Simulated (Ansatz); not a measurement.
**GaH₇N₂OSi: small, medium and large basis sets**

The task here is to estimate one member of a computed series from the others.

Method: one geometry, several basis sets; program: Ansatz 0.2.0, Gaussian basis.

Plan: PBE0-D4/def2-SVP; ωB97M-V/def2-SVP; PBE0-D4/def2-QZVPP; ωB97M-V/def2-QZVPP; the functionals' def2-TZVPP values are taken from earlier runs.

**The geometry**

The geometry comes from an earlier relaxation with PBE0-D4 in a triple-zeta def2 set; it is a stationary point, not always the lowest conformer.

12 atoms, charge 0, spin multiplicity 1.

Atoms are counted from 1 here; the program's logs count them from 0.

Bond lengths: N1–Ga2 1.811 Å, N1–H6 1.007 Å, N1–H7 1.006 Å, Ga2–N3 1.808 Å, Ga2–O4 1.786 Å, N3–H8 1.006 Å, N3–H9 1.006 Å, O4–Si5 1.623 Å, Si5–H10 1.489 Å, Si5–H11 1.488 Å, Si5–H12 1.495 Å. Angles: Ga2–N1–H6 119.8°, Ga2–N1–H7 121.8°, H6–N1–H7 111.4°, N1–Ga2–N3 126.7°, N1–Ga2–O4 117.8°, N3–Ga2–O4 115.4°, Ga2–N3–H8 121.8°, Ga2–N3–H9 119.3°, H8–N3–H9 111.5°, Ga2–O4–Si5 137.5°, O4–Si5–H10 110.8°, O4–Si5–H11 110.2°, O4–Si5–H12 111.5°, H10–Si5–H11 108.5°, H10–Si5–H12 107.8°, H11–Si5–H12 108.0°.

Set-up of the first run:

in.yaml reads:

```yaml
crystal:
  periodic: [false, false, false]
  atoms:
    - {symbol: N, position_ang: [-1.106293, 1.430365, 0.811630]}
    - {symbol: Ga, position_ang: [-0.272144, -0.177168, 0.821613]}
    - {symbol: N, position_ang: [-0.290807, -1.396476, 2.156004]}
    - {symbol: O, position_ang: [0.676149, -0.633957, -0.621563]}
    - {symbol: Si, position_ang: [0.984933, -0.024316, -2.093994]}
    - {symbol: H, position_ang: [-1.228616, 1.924984, -0.056411]}
    - {symbol: H, position_ang: [-1.837890, 1.651334, 1.465523]}
    - {symbol: H, position_ang: [-0.563439, -1.153091, 3.092887]}
    - {symbol: H, position_ang: [0.384962, -2.142198, 2.150854]}
    - {symbol: H, position_ang: [2.399518, 0.429206, -2.192578]}
    - {symbol: H, position_ang: [0.745816, -1.056943, -3.138202]}
    - {symbol: H, position_ang: [0.107802, 1.148261, -2.395765]}
basis:
  gaussian: {orbitals: def2-SVP}
hamiltonian: {xc: pbe0, dispersion: d4}
output: {orbitals: {seedname: orbitals}}
```

Run with:

```bash
$ ansatz run in.yaml --threads 4 --pin off --events-out ev --progress --plain --max-ram 11315MiB
```

Steps of the session up to this table: PBE0-D4 in def2-SVP; ωB97M-V in def2-SVP; PBE0-D4 in def2-QZVPP; ωB97M-V in def2-QZVPP.

One of the session's tables, all rows but one given; the rest of the session is left out.

It belongs to the step «Density functionals: the series». 

```
functional       basis  HOMO (eV)  LUMO (eV)
   PBE0-D4    def2-SVP      -6.99       0.00
   PBE0-D4  def2-TZVPP      -7.26      -0.36
   PBE0-D4  def2-QZVPP      -7.33      -0.56
   ωB97M-V    def2-SVP      -9.36       1.73
   ωB97M-V  def2-TZVPP          ?          ?
   ωB97M-V  def2-QZVPP      -9.73       0.90
```

Q: Estimate the row for ωB97M-V, def2-TZVPP from the others.

**Answer.** HOMO (eV): -9.66; LUMO (eV): 1.26. In the column «HOMO (eV)» it lies between ωB97M-V, def2-QZVPP (-9.73) and ωB97M-V, def2-SVP (-9.36).
